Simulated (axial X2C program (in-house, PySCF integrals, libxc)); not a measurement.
# TlCl: bond curves with and without spin–orbit coupling

Aim: find the lowest determinant of TlCl, scan the bond at several levels and fit the constants, once spin-free and once with spin–orbit coupling.

The runs use an in-house X2C program for linear molecules on PySCF integrals; all-electron X2C, Tl dyall-cv4z, Cl dyall-av4z.

All values are calculated.

**1. The job**

Input file task.json:

```json
{
 "zs": [
  81,
  17
 ],
 "q": 0,
 "bas": [
  "dyall-cv4z",
  "dyall-av4z"
 ],
 "levels": [
  "PBE0",
  "HF",
  "TPSSh",
  "B97-3",
  "r2SCAN"
 ],
 "cc": true,
 "r0": 2.43,
 "thr": -2.0,
 "nmax": 180
}
```

Keys: zs atomic numbers; q charge; bas basis sets; levels methods (HF also brings MP2); cc coupled cluster on or off; r0 starting distance in Å; thr threshold in hartree for freezing inner shells (an s shell follows its p shell); nmax most natural virtual spinors.

Launch:

```sh
$ python so2c.py task.json out
```

Spin-free means the one-electron spin-free X2C Hamiltonian; two-component (2c) means X2C with spin–orbit coupling and atomic mean-field two-electron Coulomb and Gaunt terms. Basis: Tl dyall-cv4z contracted to [14s16p11d7f3g], Cl dyall-av4z contracted to [10s9p4d3f2g]; Gaussian nuclei, density fitting. Masses: Tl 204.974 u, Cl 34.969 u.

Notation: σ, π±, δ± give the projection m of an orbital's angular momentum (0, ±1, ±2), α and β its spin, Λ and M_S the sums; ω is the projection of a spinor's total angular momentum and Ω the sum. Logs are in hartree.

Further steps of the session: PBE0, spin-free; HF, spin-free; TPSSh, spin-free; B97-3, spin-free; r2SCAN, spin-free; Correlated methods, spin-free; PBE0, 2c; HF, 2c; TPSSh, 2c; B97-3, 2c; r2SCAN, 2c; Correlated methods, 2c.

Before running it: what results should come out? Wanted: for each run, Hamiltonian; Re; ωe; De; μ.

As calculated:

Lowest determinant that the search found at its distance (another Ω component may lie lower), spin-free: M_S = 0, Λ = 0 (closed shell).

Lowest determinant that the search found at its distance (another Ω component may lie lower), 2c: Ω = 0 (closed shell).

```csv
Hamiltonian,level,Re (Å),ωe (cm⁻¹),De (eV),μ (D)
spin-free,PBE0,2.506,277.1,4.40,-4.61
spin-free,HF,2.539,266.1,3.18,-5.12
spin-free,MP2,2.495,283.8,4.60,n/a
spin-free,CCSD,2.510,278.4,4.35,n/a
spin-free,CCSD(T),2.508,279.9,4.45,n/a
spin-free,TPSSh,2.521,272.9,4.45,-4.65
spin-free,B97-3,2.535,266.3,4.46,-4.89
spin-free,r2SCAN,2.509,278.3,4.49,-4.49
2c,PBE0,2.496,278.4,3.83,-4.39
2c,HF,2.527,268.2,2.49,-4.91
2c,MP2,2.486,285.1,3.99,n/a
2c,CCSD,2.501,279.8,3.70,n/a
2c,CCSD(T),2.499,281.1,3.81,n/a
2c,TPSSh,2.512,273.8,3.97,-4.44
2c,B97-3,2.525,267.7,3.81,-4.67
2c,r2SCAN,2.500,279.1,4.10,-4.28
```

Dipoles are positive if Cl is the positive end.

At CCSD(T), going from spin-free to two-component changes Re by -8 mÅ, ωe by +0.4 %, which is small (part of it comes from the scalar share of the two-electron terms). De moves by -0.64 eV; both De rest on single-determinant atoms, which can miss part of an open shell's spin–orbit lowering.

De refers to Tl + Cl, the ground-state fragments, which need not be this curve's own limit. Each curve is one determinant whose occupation by symmetry is held fixed; it was picked as the lowest of a PBE0 search that is not exhaustive. The closed shell is kept restricted; where the fragments are open shells, the energy then runs too high at long range. De is counted from the lowest determinant-based energies of the atoms at the same level, without counterpoise correction. CCSD and (T) use frozen natural virtuals with an MP2 correction for the truncation. The meta-GGAs lack a current-density term, which matters for open shells with orbital currents, atoms included.
